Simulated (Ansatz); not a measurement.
# LiGa3: the cost of one run

Program: Ansatz 0.2.0, driven from Python. Level of theory: DFT PBEsol, plane waves, PAW. These are calculated values, not measurements.

### 1 Starting point

Symmetry: Pm-3m, No. 221, cubic system. Conventional cell: a = 4.072 Å, b = 4.072 Å, c = 4.072 Å, α = 90.00°, β = 90.00°, γ = 90.00°. Around Li (site symmetry m-3m) lie 12 Ga at 2.88 Å. Ga (site symmetry 4/mmm) has 4 Li at 2.88 Å and 8 Ga at 2.88 Å as nearest neighbours.

The script holds or builds the structure itself.

### 2 The script

liga3_smear.py reads:

```python
"""How the energy of LiGa3 depends on the smearing."""

import warnings

import ansatz as az
import matplotlib.pyplot as plt


def main() -> None:
    warnings.simplefilter("ignore", az.DeckWarning)

    xtal = (
        az.Lattice.from_parameters(4.071548, 4.071548, 4.071548, alpha=90.0, beta=90.0, gamma=90.0)
        .atom("Li", (0.0, 0.0, 0.0))
        .atom("Ga", (0.5, 0.0, 0.5))
        .atom("Ga", (0.0, 0.5, 0.5))
        .atom("Ga", (0.5, 0.5, 0.0))
    )

    setup = (
        xtal.calculation()
        .functional("PBEsol")
        .kpoints(6, 6, 6, center="gamma")
    )

    rows = []
    for value in [0.25, 0.15, 0.1, 0.05, 0.025]:
        r = setup.occupations("cold", width=value).run().report
        rows.append((value, r["free_energy_ev"] / len(r["lattice"]["sites"]), r["n_iterations"], r["n_kpoints"]))

    print("  width (eV)   F/atom (eV)    iterations      k-points")
    for row in rows:
        print(f"{str(row[0]):>12s}  {row[1]:12.5f}  {row[2]:12d}  {row[3]:12d}")

    # the last row is the reference
    for row in rows[:-1]:
        shift = 1000 * (row[1] - rows[-1][1])
        print(f"{row[0]}: {shift:+.2f} meV/atom" + ("  (within 2 meV)" if abs(shift) < 2 else ""))
    plt.figure(figsize=(4.5, 3))
    plt.plot([str(row[0]) for row in rows], [1000 * (row[1] - rows[-1][1]) for row in rows], "o-")
    plt.xlabel("width (eV)")
    plt.ylabel("F - F(last) (meV/atom)")
    plt.tight_layout()
    plt.savefig("smear.png", dpi=100)


if __name__ == "__main__":
    main()
```

### 3 The input behind the calls

The package turns the script's settings into the engine's input (first run):

```yaml
crystal:
  lattice:
    a: 4.071548
    b: 4.071548
    c: 4.071548
    alpha: 90.0
    beta: 90.0
    gamma: 90.0
  atoms:
    - { symbol: Li, position: [0.0, 0.0, 0.0] }
    - { symbol: Ga, position: [0.5, 0.0, 0.5] }
    - { symbol: Ga, position: [0.0, 0.5, 0.5] }
    - { symbol: Ga, position: [0.5, 0.5, 0.0] }
kpoints:
  mp_grid:
    grid: [6, 6, 6]
    shift: [0.0, 0.0, 0.0]
hamiltonian:
  xc: pbesol
scf:
  occupations:
    method: cold
    width: 0.25
```

### 4 Launch

Run with:

```
$ python liga3_smear.py
```

**Question.** How long does this script take on 1 thread of Arm Neoverse V2, shared host, and how much memory does it need?

About 8.7 s, with a peak of 0.42 GiB.
